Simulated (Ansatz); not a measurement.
# GeH4NO radical: basis-set convergence

Aim: see how fast density functionals converge with the basis set for GeH4NO radical.

Computed with Ansatz 0.2.0, Gaussian basis. Level: one geometry, several basis sets.

The runs, in order: PBE0-D4/def2-SVP; ωB97M-V/def2-SVP; PBE0-D4/def2-QZVPP; ωB97M-V/def2-QZVPP; the functionals' def2-TZVPP values are taken from earlier runs.

## 1. The relaxed structure

An earlier PBE0-D4 in a triple-zeta def2 set relaxation fixed the geometry.

SMILES `[NH][GeH2][OH]`, 7 atoms, charge 0, spin multiplicity 2.

Atoms are counted from 1 here; the program's logs count them from 0.

Bond lengths: N1–Ge2 1.860 Å, N1–H4 1.025 Å, Ge2–O3 1.771 Å, Ge2–H5 1.544 Å, Ge2–H6 1.536 Å, O3–H7 0.961 Å. Angles: Ge2–N1–H4 110.2°, N1–Ge2–O3 106.5°, N1–Ge2–H5 107.6°, N1–Ge2–H6 113.8°, O3–Ge2–H5 110.8°, O3–Ge2–H6 105.4°, H5–Ge2–H6 112.6°, Ge2–O3–H7 111.8°.

## 2. PBE0-D4 in def2-SVP

File in.yaml:

```yaml
crystal:
  periodic: [false, false, false]
  atoms:
    - {symbol: N, position_ang: [-1.180001, -0.629604, -0.704335]}
    - {symbol: Ge, position_ang: [0.091826, 0.357854, 0.227285]}
    - {symbol: O, position_ang: [1.488064, -0.708494, 0.454167]}
    - {symbol: H, position_ang: [-2.073683, -0.127326, -0.724697]}
    - {symbol: H, position_ang: [0.468549, 1.575305, -0.644215]}
    - {symbol: H, position_ang: [-0.348330, 0.758218, 1.642881]}
    - {symbol: H, position_ang: [1.614777, -1.293953, -0.296687]}
basis:
  gaussian: {orbitals: def2-SVP}
magnetization: {spin_polarized: true, initial_magnetization: 1}
hamiltonian: {xc: pbe0, dispersion: d4}
output: {orbitals: {seedname: orbitals}}
```

Command:

```sh
ansatz run in.yaml --threads 4 --pin off --events-out ev --progress --plain --max-ram 10444MiB
```

The runs that follow: ωB97M-V in def2-SVP; PBE0-D4 in def2-QZVPP; ωB97M-V in def2-QZVPP.

Before running them: what should the planned runs give, taken together? Wanted: PBE0-D4: double and triple zeta above quadruple; ωB97M-V: double and triple zeta above quadruple.

The runs gave:

| quantity | value |
| --- | --- |
| PBE0-D4: double and triple zeta above quadruple | 13.19, 1.45 eV |
| ωB97M-V: double and triple zeta above quadruple | 13.27, 1.41 eV |

**Reading.** PBE0-D4 gains 11.73 eV from double to triple zeta, then 1.45 eV more. These are total energies; as a rule much of such shifts cancels in differences, which this series doesn't test.
